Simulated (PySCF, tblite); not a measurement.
# C6H5ClFOP: geometry, infrared bands and NMR shifts

Aim: predict the infrared bands and NMR shifts of C6H5ClFOP (`COc1cc(Cl)cc(F)p1`).

Programs: tblite 0.8.0 and PySCF 2.14.0, with density-fitted response routines of our own. Each step states its level of theory. These are calculated values for one molecule in the gas phase, unless marked as measured. Atoms count from 0, in the outputs and in this text.

### 1 The starting structure

15 atoms, charge 0, multiplicity 1; geometry from: force field or distance geometry start.

Bonds of the start (Å): C0–O1 1.42, O1–C2 1.41, C2–C3 1.41, C3–C4 1.41, C4–Cl5 1.73, C4–C6 1.39, C6–C7 1.38, C7–F8 1.35, C7–P9 1.84, P9–C2 1.83, C0–H10 1.09, C0–H11 1.10, C0–H12 1.11, C3–H13 1.08, C6–H14 1.09.

### 2 Relaxing the molecule with GFN2-xTB

What the job is given:

```
{"job": {"kind": "relax", "xc": "GFN2-xTB", "basis": "xTB"}, "charge": 0, "multiplicity": 1}
C     -2.842900    -0.671200     0.173900
O     -1.937800     0.351400    -0.223000
C     -0.578200     0.086300     0.040100
C      0.240200     1.151000    -0.386600
C      1.639600     1.180200    -0.254000
Cl     2.461100     2.588600    -0.845100
C      2.411000     0.158300     0.290500
C      1.887500    -1.017600     0.800200
F      2.748700    -1.922600     1.300900
P      0.097200    -1.430400     0.820200
H     -2.676600    -1.599600    -0.377400
H     -2.834300    -0.834800     1.258900
H     -3.861600    -0.319700    -0.074700
H     -0.247600     2.006800    -0.833500
H      3.489100     0.281400     0.345200
```

Launch:

```console
$ OMP_NUM_THREADS=1 python probes_run.py task.json out
```

One launch serves the whole session: the jobs run in the order shown.

**Question.** This job is followed by: GFN2-xTB harmonic vibrations, gas phase; GIAO PBE0/pcSseg-1 NMR shielding, non-relativistic, gas phase. Predict these results of the whole session: strongest single infrared mode (GFN2-xTB); zero-point energy (GFN2-xTB); 13C shifts against TMS (PBE0/pcSseg-1); 1H shifts against TMS (PBE0/pcSseg-1, means over atoms taken as alike); 17O shifts against H2O (PBE0/pcSseg-1); 35Cl shifts against HCl (PBE0/pcSseg-1); 19F shifts against CFCl3 (PBE0/pcSseg-1); 31P shifts against H3PO4 (PBE0/pcSseg-1).

As calculated:

| quantity | value |
| --- | --- |
| strongest single infrared mode (GFN2-xTB) | 1114 cm⁻¹, 177 km/mol |
| zero-point energy (GFN2-xTB) | 59.9 kcal/mol |
| 13C shifts against TMS (PBE0/pcSseg-1) | 206.9, 204.9, 150.7, 125.1, 122.8, 59.8 ppm |
| 1H shifts against TMS (PBE0/pcSseg-1, means over atoms taken as alike) | 7.47, 7.46, 4.15 ppm |
| 17O shifts against H2O (PBE0/pcSseg-1) | 162.0 ppm |
| 35Cl shifts against HCl (PBE0/pcSseg-1) | 276 ppm |
| 19F shifts against CFCl3 (PBE0/pcSseg-1) | -81.9 ppm |
| 31P shifts against H3PO4 (PBE0/pcSseg-1) | 95.3 ppm |

What this shows: Relaxing lowered the energy by 0.413 eV in 30 steps; the close pair that moved most is C7–P9, from 1.837 to 1.742 Å. No mode is imaginary among the 39: a minimum at this level. Unscaled tight-binding wavenumbers are off by several per cent, some by more. Its intensities can rank the bands wrongly. At PBE0/pcSseg-1: The largest span, 493 ppm, is at P9, where the paramagnetic term is -746 ppm. NICS(1)zz of -23 ppm above the planar ring from C2 marks a diatropic (aromatic) ring current.
